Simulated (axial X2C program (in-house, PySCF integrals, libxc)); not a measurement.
**BrGaBr: bond lengths and stretches, held linear**

One table from this session's results is given with a row withheld; the runs are named, their logs left out.

Method: all-electron X2C, two-component (2c) or spin-free, Br dyall-av3z, Ga dyall-v3z; program: an in-house X2C program for linear molecules on PySCF integrals.

All values are calculated.

2 further runs of the same task are left out: 2 set aside as unsound or not needed.

Set-up of the first run:

Contents of task.json:

```json
{"zs": [35, 31, 35], "q": 0, "bas": ["dyall-av3z", "dyall-v3z", "dyall-av3z"], "r0": [2.38, 2.38], "symm": 1, "scan": ["PBE0", "HF", "r2SCAN"], "levels": ["PBE0", "HF", "BHandHLYP"], "nst": 2}
```

Keys: zs atomic numbers; q charge; bas basis sets; r0 starting distance in Å; symm equal bonds; scan levels of the two-bond scan (MP2 follows by itself at each HF point); levels methods; nst determinants followed.

Run with:

```bash
> python solin.py task.json out
```

Masses Br 78.918, Ga 68.926, Br 78.918 u.

Among the steps run: Scan at PBE0, 2c; Scan at HF, 2c; Scan at r2SCAN, 2c.

One table of the session follows, with a row left open; its other results are not shown here.

| level | r(Br–Ga) (Å) | r(Ga–Br) (Å) | lower stretch (cm⁻¹) | upper stretch (cm⁻¹) |
| --- | --- | --- | --- | --- |
| PBE0, 2c | 2.401 | 2.401 | 169.7 | 261.9 |
| HF, 2c | 2.433 | 2.433 | 168.6 | 235.0 |
| r2SCAN, 2c | ? | ? | ? | ? |
| MP2, 2c | 2.378 | 2.378 | 180.1 | 279.1 |
| PBE0, spin-free | 2.399 | 2.399 | 170.7 | 263.5 |
| HF, spin-free | 2.430 | 2.430 | 169.7 | 237.3 |
| r2SCAN, spin-free | 2.394 | 2.394 | 170.9 | 263.2 |
| MP2, spin-free | 2.376 | 2.376 | 180.7 | 280.1 |

**Question.** Estimate the row for r2SCAN, 2c.

As computed: r(Br–Ga) (Å): 2.396; r(Ga–Br) (Å): 2.396; lower stretch (cm⁻¹): 170.2; upper stretch (cm⁻¹): 262.1. In the column «r(Br–Ga) (Å)» it lies between r2SCAN, spin-free (2.394) and PBE0, spin-free (2.399).

Scans not shown above were run alike.

MP2 freezes inner shells (threshold -2 hartree). The molecule was held linear; bending was not examined, so a bent shape may lie lower.
